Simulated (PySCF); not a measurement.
**Ar²⁺: excitation energies in aug-cc-pV(T+d)Z plus 1 even-tempered diffuse shell per l**

Aim: the excitation energy of argon from differences of total energies, at each level of theory, and how far each lands from the tabulated value where there is one.

The numbers are computed with PySCF 2.14.0 (unrestricted determinants in a Gaussian basis, no spin-orbit coupling in the energies), except any that are marked as measured or tabulated.

**1. What is computed**

```
Element                                   : argon (Z = 18)
Basis                                     : aug-cc-pV(T+d)Z with one added diffuse shell each of s, p, d, f type (7s6p5d3f, 71 functions)
Hamiltonian                               : no relativity, point nucleus
State 1                                   : Ar²⁺: [Ne] 3s2 3p3 4s1, high-spin 5S determinant (an excited configuration)
State 2                                   : Ar²⁺: [Ne] 3s1 3p4 3d1, one real determinant (an excited configuration)
Needed too, but not shown                 : Ar²⁺ [Ne] 3s2 3p4 (3P)
Methods                                   : CCSD(T)
Core shells frozen in the correlated runs : valence: [Ne] (for Ar²⁺)
```

Outer shells as boxes (Hund's rule):

Ar2+ [Ne] 3s2 3p3 4s1
```
[Ne] core
3s [↑↓]
3p [↑ ][↑ ][↑ ]
4s [↑ ]
```

Ar2+ [Ne] 3s1 3p4 3d1
```
[Ne] core
3s [↑ ]
3p [↑↓][↑ ][↑ ]
3d [↑ ][  ][  ][  ][  ]
```

The runs were made by one driver on top of PySCF. The scripts below sum up each run's settings (the driver also hands on starting orbitals that pick excited configurations, and frozen orbitals as a list rather than a count), and the logs come from the driver's own runs. The driver starts from symmetry-adapted Hartree-Fock orbitals, holds the occupation by maximum overlap and uses a logarithmic radial grid for functionals, so a plain start would take other cycles.

The integrals over 71 functions and the set-up took 0.58 s of CPU time.

**2. Ar²⁺ [Ne] 3s2 3p3 4s1, at CCSD(T) (valence)**

#### CCSD(T) (valence)

input.py reads:

```python
from pyscf import gto, scf, dft, mp, cc
import basis_set_exchange as bse
mol = gto.M(atom="Ar 0 0 0", charge=2, spin=4, symmetry="D2h",
            basis=gto.basis.parse(bse.get_basis("aug-cc-pV(T+d)Z", elements=["Ar"], fmt="nwchem", augment_diffuse=1)))
mf = scf.UHF(mol)
mf.irrep_nelec = {'Ag': (4, 3), 'B1u': (2, 1), 'B2u': (2, 1), 'B3u': (2, 1)}
mf.kernel()
mycc = cc.CCSD(mf, frozen=5).run()
mycc.ccsd_t()
```

**3. Ar²⁺ [Ne] 3s1 3p4 3d1, at CCSD(T) (valence)**

#### CCSD(T) (valence)

Changes to input.py since step 2:

```diff
@@ -5,3 +5,3 @@
 mf = scf.UHF(mol)
-mf.irrep_nelec = {'Ag': (4, 3), 'B1u': (2, 1), 'B2u': (2, 1), 'B3u': (2, 1)}
+mf.irrep_nelec = {'Ag': (3, 2), 'B2g': (1, 0), 'B1u': (2, 1), 'B2u': (2, 2), 'B3u': (2, 1)}
 mf.kernel()
```

Before running it: what results should come out?

**Answer**, as computed:

| quantity | value |
| --- | --- |
| excitation energy, Ar²⁺ → [Ne] 3s2 3p3 4s1 | UHF 20.974, CCSD(T) (valence) 21.407 eV |
| excitation energy, Ar²⁺ → [Ne] 3s1 3p4 3d1 | UHF 31.198, CCSD(T) (valence) 30.732 eV |

Accuracy by level (over 2 differences):

| method | mean absolute miss against CCSD(T) (valence) (eV) |
| --- | --- |
| UHF | 0.450 |
| MP2 (valence) | 0.541 |
| SCS-MP2 (valence) | 0.619 |
| CCSD (valence) | 0.117 |
| CCSD(T) (valence) | 0.000 |

In words: For the first difference the methods span 0.566 eV, from UHF (20.974) to SCS-MP2 (valence) (21.540). No reference value is at hand in this session. All values hold for this basis alone; no basis-set limit was taken.
